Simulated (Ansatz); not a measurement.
# P3W: the cost of one run

Computed with Ansatz 0.2.0 (DFT PBE, scalar-relativistic, plane waves, PAW, unless a step's input says otherwise).

## Step 1: Starting point

It takes space group P6_3/mmc (No. 194, hexagonal). The conventional cell has a = 5.825 Å, b = 5.825 Å, c = 4.675 Å, α = 90.00°, β = 90.00°, γ = 120.00°. P (site symmetry mm2) is surrounded by 4 W at 2.88 to 2.91 Å and 8 P at 2.88 to 2.92 Å. W (site symmetry -6m2) has 12 P at 2.88 to 2.91 Å as nearest neighbours.

Structure file:

```
CELL_PARAMETERS angstrom
5.82462 0.00000 0.00000
-2.91231 5.04427 0.00000
0.00000 0.00000 4.67516
ATOMIC_POSITIONS crystal
P 0.83300 0.66600 0.25000
P 0.16700 0.83300 0.75000
P 0.33400 0.16700 0.25000
P 0.16700 0.33400 0.75000
P 0.83300 0.16700 0.25000
P 0.66600 0.83300 0.75000
W 0.33333 0.66667 0.25000
W 0.66667 0.33333 0.75000
```

This is candidate A: Ni3Sn (D0_19) type (P6_3/mmc, No. 194).

(A quick probe on a coarse mesh, which set the mesh and smearing, is not shown.)

## Step 3: A loose first relaxation (candidate A)

The input, input.yaml:

```yaml
crystal:
  lattice:
    - [5.824621244, 0.0, 0.0]
    - [-2.912310622, 5.0442699647, 0.0]
    - [0.0, 0.0, 4.6751572426]
  atoms:
    - { symbol: P, position: [0.833, 0.666, 0.25] }
    - { symbol: P, position: [0.167, 0.833, 0.75] }
    - { symbol: P, position: [0.334, 0.167, 0.25] }
    - { symbol: P, position: [0.167, 0.334, 0.75] }
    - { symbol: P, position: [0.833, 0.167, 0.25] }
    - { symbol: P, position: [0.666, 0.833, 0.75] }
    - { symbol: W, position: [0.3333333333, 0.6666666667, 0.25] }
    - { symbol: W, position: [0.6666666667, 0.3333333333, 0.75] }
basis:
  ecutwfc: 420
kpoints:
  mp_grid: { grid: [3, 3, 4] }
hamiltonian:
  xc: pbe
scf:
  occupations: { method: gaussian, width: 0.1 }
  lower_state_search: "off"
output:
  forces: true
  stress: true
  eigenvalues: true
relax:
  adjacent_minimum: "off"
  f_tol: 0.04
  max_steps: 70
  cell: { stress_tol: 0.4 }
```

Started as:

```console
$ ansatz run input.yaml --threads 1 --pin off --max-ram 2560MiB --backend cpu --events-out ev --progress --plain --runs-dir out
```

What time and memory should one allow on 1 thread of Intel Xeon 6975P-C (Granite Rapids), shared host?

About 12 s, with a peak of 0.42 GiB.
